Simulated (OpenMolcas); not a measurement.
**Ru⁴⁺ among point charges: CASSCF and CASPT2 levels and susceptibility**

How does a field of 6 point charges split the states of Ru⁴⁺, and what χT follows?

Method: state-averaged CASSCF and CASPT2, spin-orbit coupling by RASSI with atomic mean-field integrals. Code: OpenMolcas 26.06.

## 1. The atom as given

* Species: Ru⁴⁺ (ruthenium, Z = 44, 40 electrons)
* Basis: ANO-RCC-VDZP [6s5p3d1f], 43 functions
* Scalar Hamiltonian: DKH2, point nucleus
* Inactive shells: 1s 2s 2p 3s 3p 3d 4s 4p
* Active space: 4 electrons in 5 orbitals (4d)
* Some configurations of this space: 4d⁴
* Orbitals: optimised for each spin and parity, averaged over all roots

Outer shells as boxes (Hund's rule):

4d4
```
4d [↑ ][↑ ][↑ ][↑ ][  ]
```

The ion sits among 6 point charges of -1.7 e arranged as a trigonal prism (D3h), 2.14 Å from the ion, with a polar angle of 53.0° against the regular 49.1°.

Each step is its own input file, run in one work folder so that later steps find the files of earlier ones. Labels, J, g values, rates, χT and fits are worked out afterwards by a script from the matrices that RASSI stores.

## 2. One- and two-electron integrals

Contents of a.inp:

```
&GATEWAY
Coord
1

Ru 0.0 0.0 0.0
Basis=ANO-RCC-VDZP
Group=NoSym
NoMove
AngMom=0.0 0.0 0.0
AMFI
XField
6 Angstrom 0
1.709709 0.000000 1.287049 -1.700000
-0.854855 1.480652 1.287049 -1.700000
-0.854855 -1.480652 1.287049 -1.700000
1.709709 0.000000 -1.287049 -1.700000
-0.854855 1.480652 -1.287049 -1.700000
-0.854855 -1.480652 -1.287049 -1.700000
&SEWARD
```

Launch:

```
$ OMP_NUM_THREADS=1 MOLCAS_MEM=1689 MOLCAS_PROJECT=a pymolcas a.inp > a.log
```

## 3. CASSCF: quintets, 5 roots

Contents of a.inp:

```
&RASSCF
FileOrb=start.orb
Symmetry=1
Spin=5
nActEl=4 0 0
Inactive=18
Ras2=5
CIRoot=5 5 1
SDav=5
CIMx=300
Iter=120 100
PrWF=0.3
OrbListing=Nothing
MaxOrb=0
>>> COPY $Project.JobIph JOB001
```

start.orb holds the contracted functions of the basis, ordered by shell, or the orbitals of the step before.

## 4. Reference wave functions, triplets, 45 roots

Contents of a.inp:

```
&RASSCF
FileOrb=start.orb
Symmetry=1
Spin=3
nActEl=4 0 0
Inactive=18
Ras2=5
CIRoot=45 45 1
SDav=45
CIMx=300
Iter=120 100
PrWF=0.3
OrbListing=Nothing
MaxOrb=0
>>> COPY $Project.JobIph JOB002
```

## 5. CASSCF: singlets, 50 roots

Contents of a.inp:

```
&RASSCF
FileOrb=start.orb
Symmetry=1
Spin=1
nActEl=4 0 0
Inactive=18
Ras2=5
CIRoot=50 50 1
SDav=50
CIMx=300
Iter=120 100
PrWF=0.3
OrbListing=Nothing
MaxOrb=0
>>> COPY $Project.JobIph JOB003
```

## 6. State interaction with spin-orbit coupling

Contents of a.inp:

```
&RASSI
NrOfJobIphs=3 5 45 50
1 2 3 4 5
1 2 3 4 5 6 7 8 9 10 11 12 13 14 15 16 17 18 19 20 21 22 23 24 25 26 27
28 29 30 31 32 33 34 35 36 37 38 39 40 41 42 43 44 45
1 2 3 4 5 6 7 8 9 10 11 12 13 14 15 16 17 18 19 20 21 22 23 24 25 26 27
28 29 30 31 32 33 34 35 36 37 38 39 40 41 42 43 44 45 46 47 48 49 50
IphNames
JOB001
JOB002
JOB003
EJob
SpinOrbit
DIPRint=1.0
SOCoupling=1000.0
Subsets=2
Property=9
'ANGMOM' 1 'ANGMOM' 2 'ANGMOM' 3 'MLTPL  1' 1 'MLTPL  1' 2 'MLTPL  1' 3
'AMFI' 1 'AMFI' 2 'AMFI' 3
SOProperty=3
'ANGMOM' 1 'ANGMOM' 2 'ANGMOM' 3
```

## 7. CASPT2: IPEA 0.25, imaginary shift 0.1 (closed shells correlated: 4s 4p)

Contents of a.inp:

```
>>> COPY JOB001 $Project.JobIph
&CASPT2
Multistate=5 1 2 3 4 5
NoMult
Frozen=14
IPEA=0.25
Imaginary=0.1
MaxIter=60
WThr=0.0 0.3 0.05
PrWF=0.5
NoMix
>>> COPY JOB002 $Project.JobIph
&CASPT2
Multistate=45 1 2 3 4 5 6 7 8 9 10 11 12 13 14 15 16 17 18 19 20 21 22
23 24 25 26 27 28 29 30 31 32 33 34 35 36 37 38 39 40 41 42 43 44 45
NoMult
Frozen=14
IPEA=0.25
Imaginary=0.1
MaxIter=60
WThr=0.0 0.3 0.05
PrWF=0.5
NoMix
>>> COPY JOB003 $Project.JobIph
&CASPT2
Multistate=50 1 2 3 4 5 6 7 8 9 10 11 12 13 14 15 16 17 18 19 20 21 22
23 24 25 26 27 28 29 30 31 32 33 34 35 36 37 38 39 40 41 42 43 44 45 46
47 48 49 50
NoMult
Frozen=14
IPEA=0.25
Imaginary=0.1
MaxIter=60
WThr=0.0 0.3 0.05
PrWF=0.5
NoMix
```

(Steps that only read results are left out.)

Q: Predict the outcome of this session. Wanted: spin-free ground state; first state of the same spin within the active space; lowest level; next level.

As calculated:

| quantity | value |
| --- | --- |
| method | SS-CASPT2, IPEA 0.25, imaginary shift 0.1 (closed shells correlated: 4s 4p) |
| spin-free ground state | 5E, 2-fold in its orbital part |
| first state of the same spin within the active space | 5A1 at 3080 cm⁻¹ |
| lowest level | 1-fold A1 |
| next level | 225.6 cm⁻¹ |
| χT at 300 K | 1.19 cm³ K/mol |
| effective moment at 300 K | 3.09 μB |

Cost by method:

```tsv
method	time of its own steps	time with the reference
A. CASSCF	20 s	20 s
B. SS-CASPT2, IPEA 0.25, imaginary shift 0.1, +4s 4p	7.8 s	28 s
```

Times are of one thread on a shared host.

**Reading.** The spin-free ground state (5E) comes to 100 % from free-ion D terms and keeps the highest spin of the shell. χT at 300 K is 1.19, against 3.01 cm³ K/mol for the spin alone, so spin-orbit coupling lowers it. An active space of the d shell alone favours high spin; real ions in strong fields can be low spin. CASPT2 does not keep the components of a term degenerate, and the means are used. The field of point charges can differ much from that of real complexes. With metal d orbitals alone active, the gaps between spin states are rough; where two lie within a few thousand cm-1, their order is open. This is an electrostatic model: the charges have no orbitals.
